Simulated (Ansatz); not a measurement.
The system is PtSe.

```xyz
2
Lattice="3.7019 0.0000 0.0000 -1.8509 3.2059 0.0000 0.0000 0.0000 3.6128" Properties=species:S:1:pos:R:3 pbc="T T T"
Pt    0.0000    0.0000    0.0000
Se    1.8509    1.0686    1.8064
```

The cell comes from a database or a generator and needn't be the stable form of this composition.

Base run:

| Item | Value |
| --- | --- |
| Program | Ansatz 0.2.0 |
| Functional | PBE |
| Potentials or basis | Ansatz PAW |
| Cutoff | 420 eV |
| Density cutoff | 1680 eV |
| k mesh | 8 × 8 × 7 |
| Occupations | fermi-dirac, width 0.05 eV |
| Spin | no spin polarisation |
| Hubbard terms | Pt d U = 4 eV |

Its results: band gap on the k mesh none (metal or under the smearing width); pressure -11.0 GPa.

The run is repeated on the same cell with these changes: hubbard terms from Pt d U = 4 eV to Pt d U = 1 eV. What comes out?

Band gap on the k mesh none (metal or under the smearing width); pressure -11.4 GPa.

Caveats: U without spin polarisation on a metal has little footing.

Not every run made on this cell is shown here.
